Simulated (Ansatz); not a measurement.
# Zn2H2 (SMILES [ZnH][ZnH]): single points off equilibrium

How do the functionals fare away from a minimum? The structure is a frame of a short trajectory.

The runs use Ansatz 0.2.0, Gaussian basis; single points in def2-TZVPP.

Cores are frozen in the correlated methods. The 3s and 3p shells of Cu and Zn are frozen; filled d shells are correlated.

### 1 The starting structure

SMILES `[ZnH][ZnH]`, 4 atoms, charge 0, spin multiplicity 1.

Atoms are counted from 1 here; the program's logs count them from 0.

Bond lengths: Zn1–Zn2 2.385 Å, Zn1–H3 1.592 Å, Zn2–H4 1.696 Å. Angles: Zn2–Zn1–H3 145.8°, Zn1–Zn2–H4 164.1°.

Coordinates:

```
Zn    0.22753   -1.07541    0.72564
Zn   -0.40853    0.91087   -0.43167
H    -0.24090   -2.22736    1.72005
H    -1.25268    2.07672   -1.32881
```

### 2 PBE-D4/def2-TZVPP

run/in.yaml reads:

```yaml
crystal:
  periodic: [false, false, false]
  atoms:
    - {symbol: Zn, position_ang: [0.227526, -1.075406, 0.725645]}
    - {symbol: Zn, position_ang: [-0.408527, 0.910873, -0.431673]}
    - {symbol: H, position_ang: [-0.240898, -2.227363, 1.720048]}
    - {symbol: H, position_ang: [-1.252678, 2.076719, -1.328809]}
basis:
  gaussian: {orbitals: def2-TZVPP}
hamiltonian: {xc: pbe, dispersion: d4}
output: {forces: true}
```

On the command line:

```sh
ansatz run in.yaml --threads 2 --pin off --events-out ev --progress --plain --max-ram 3481MiB
```

### 3 r2SCAN-D4/def2-TZVPP

run/in.yaml: that of step 2 with these lines changed.

```diff
@@ -9,3 +9,3 @@
   gaussian: {orbitals: def2-TZVPP}
-hamiltonian: {xc: pbe, dispersion: d4}
+hamiltonian: {xc: r2scan, dispersion: d4}
 output: {forces: true}
```

### 4 PBE0-D4/def2-TZVPP

run/in.yaml: that of step 3 with these lines changed.

```diff
@@ -9,3 +9,3 @@
   gaussian: {orbitals: def2-TZVPP}
-hamiltonian: {xc: r2scan, dispersion: d4}
-output: {forces: true}
+hamiltonian: {xc: pbe0, dispersion: d4}
+output: {forces: true, orbitals: {seedname: orbitals}}
```

### 5 wB97M-V/def2-TZVPP

run/in.yaml: that of step 4 with these lines changed.

```diff
@@ -9,3 +9,3 @@
   gaussian: {orbitals: def2-TZVPP}
-hamiltonian: {xc: pbe0, dispersion: d4}
-output: {forces: true, orbitals: {seedname: orbitals}}
+hamiltonian: {xc: {name: wB97M-V}}
+output: {forces: true}
```

### 6 CCSD(T)/def2-TZVPP

run/in.yaml: that of step 5 with these lines changed.

```diff
@@ -9,3 +9,3 @@
   gaussian: {orbitals: def2-TZVPP}
-hamiltonian: {xc: {name: wB97M-V}}
+correlation: {method: ccsd_t, frozen_orbitals: {H: 0, Zn: 9}}
 output: {forces: true}
```

(Steps that only read results are left out.)

Before running it: what results should come out? Wanted: energy less free atoms, CCSD(T)/def2-TZVPP; RMS force component; RMS force error; HOMO and LUMO, PBE0-D4; T1 diagnostic.

**Answer**, as computed:

| quantity | value |
| --- | --- |
| energy less free atoms, CCSD(T)/def2-TZVPP | -4.172 eV |
| RMS force component | 0.557 to 0.666 eV/Å over the methods |
| RMS force error | PBE-D4 0.128, r2SCAN-D4 0.103, PBE0-D4 0.085, wB97M-V 0.080 eV/Å |
| HOMO and LUMO, PBE0-D4 | -6.29 and -1.78 eV |
| T1 diagnostic | 0.017 |

Against CCSD(T) the functionals' energies less atoms differ by -0.462 to -0.066 eV, PBE-D4 by -0.066 eV. A larger basis would deepen the CCSD(T) value, while the functionals are nearly converged already, so the order here is not reliable. For forces wB97M-V does best and PBE-D4 worst. Frozen-core CCSD(T) forces in triple zeta carry basis errors of their own, and this is one geometry, so small gaps rank nothing.
